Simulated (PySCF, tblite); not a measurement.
# C₆H₁₂ClFO: geometry, infrared bands and NMR shifts

Wanted: the infrared bands and NMR shifts of C₆H₁₂ClFO (`CO[C@@H](C)[C@@H](Cl)CCF`), by calculation.

Computed with tblite 0.8.0 and PySCF 2.14.0, with density-fitted response routines of our own, on a single molecule in the gas phase. Atoms are numbered from 0 throughout.

**1. The starting structure**

21 atoms, charge 0, multiplicity 1; geometry from: force field or distance geometry start.

Bonds of the start (Å): C0–O1 1.41, O1–C2 1.44, C2–C3 1.52, C2–C4 1.54, C4–Cl5 1.79, C4–C6 1.55, C6–C7 1.52, C7–F8 1.35, C0–H9 1.10, C0–H10 1.10, C0–H11 1.10, C2–H12 1.11, C3–H13 1.11, C3–H14 1.10, C3–H15 1.10, C4–H16 1.10, C6–H17 1.09, C6–H18 1.09, C7–H19 1.09, C7–H20 1.09.

**2. Geometry optimisation with GFN2-xTB**

The job: settings as JSON, then the geometry in Å.

```
{"job": {"kind": "relax", "xc": "GFN2-xTB", "basis": "xTB"}, "charge": 0, "multiplicity": 1}
C     -2.620600    -0.905200     0.262800
O     -1.217200    -0.956400     0.165700
C     -0.538000     0.218700     0.644100
C     -0.688400     0.394500     2.146900
C      0.934100     0.189000     0.193500
Cl     1.852900    -1.113100     1.016200
C      1.051400     0.015600    -1.338700
C      2.460100     0.284200    -1.844900
F      2.786800     1.566900    -1.567000
H     -3.018600    -0.011700    -0.235300
H     -2.958600    -0.923800     1.305000
H     -3.041200    -1.788400    -0.234100
H     -1.018600     1.091900     0.165800
H     -0.452300    -0.543100     2.683200
H     -1.721100     0.655200     2.423100
H     -0.044100     1.187900     2.542800
H      1.411200     1.135000     0.489500
H      0.372500     0.718500    -1.823700
H      0.736900    -0.991100    -1.629500
H      2.500300     0.158300    -2.929200
H      3.203600    -0.365800    -1.394900
```

On the command line:

```bash
$ OMP_NUM_THREADS=1 python probes_run.py task.json out
```

One launch serves the whole session: the jobs run in the order shown.

**Question.** This job is followed by: GFN2-xTB harmonic vibrations, gas phase; GIAO PBE0/pcSseg-1 NMR shielding, non-relativistic, gas phase. Predict these results of the whole session: strongest single infrared mode (GFN2-xTB); zero-point energy (GFN2-xTB); 13C shifts against TMS (PBE0/pcSseg-1); 1H shifts against TMS (PBE0/pcSseg-1, means over atoms taken as alike); 17O shifts against H2O (PBE0/pcSseg-1); 35Cl shifts against HCl (PBE0/pcSseg-1); 19F shifts against CFCl3 (PBE0/pcSseg-1); surface potential, 1st and 99th percentile.

**Answer**, as computed:

| quantity | value |
| --- | --- |
| strongest single infrared mode (GFN2-xTB) | 2794 cm⁻¹, 71 km/mol |
| zero-point energy (GFN2-xTB) | 107.9 kcal/mol |
| 13C shifts against TMS (PBE0/pcSseg-1) | 84.2, 83.8, 68.7, 58.5, 43.5, 18.7 ppm |
| 1H shifts against TMS (PBE0/pcSseg-1, means over atoms taken as alike) | 5.19, 4.86, 3.94, 3.52, 3.30, 2.06, 1.91, 1.42 ppm |
| 17O shifts against H2O (PBE0/pcSseg-1) | 38.9 ppm |
| 35Cl shifts against HCl (PBE0/pcSseg-1) | 89 ppm |
| 19F shifts against CFCl3 (PBE0/pcSseg-1) | -255.5 ppm |
| surface potential, 1st and 99th percentile | -1.35 V and 0.88 V |

What this shows: Over 50 steps the energy fell by 0.100 eV; of the close pairs, O1–C2 changed most, 1.439 to 1.412 Å. No mode is imaginary among the 57: a minimum at this level. The strongest single mode, at 2794 cm⁻¹, moves mainly H12. GFN2-xTB is a fitted tight-binding method: band positions and strengths are rough. Its intensities can rank the bands wrongly. The most deshielded carbon is C2 (sp3 CH bonded to O), at 84.2 ppm: deshielded by the electronegative neighbour. At PBE0/pcSseg-1: The widest tensor belongs to Cl5: span 386 ppm, with a paramagnetic part of -288 ppm.
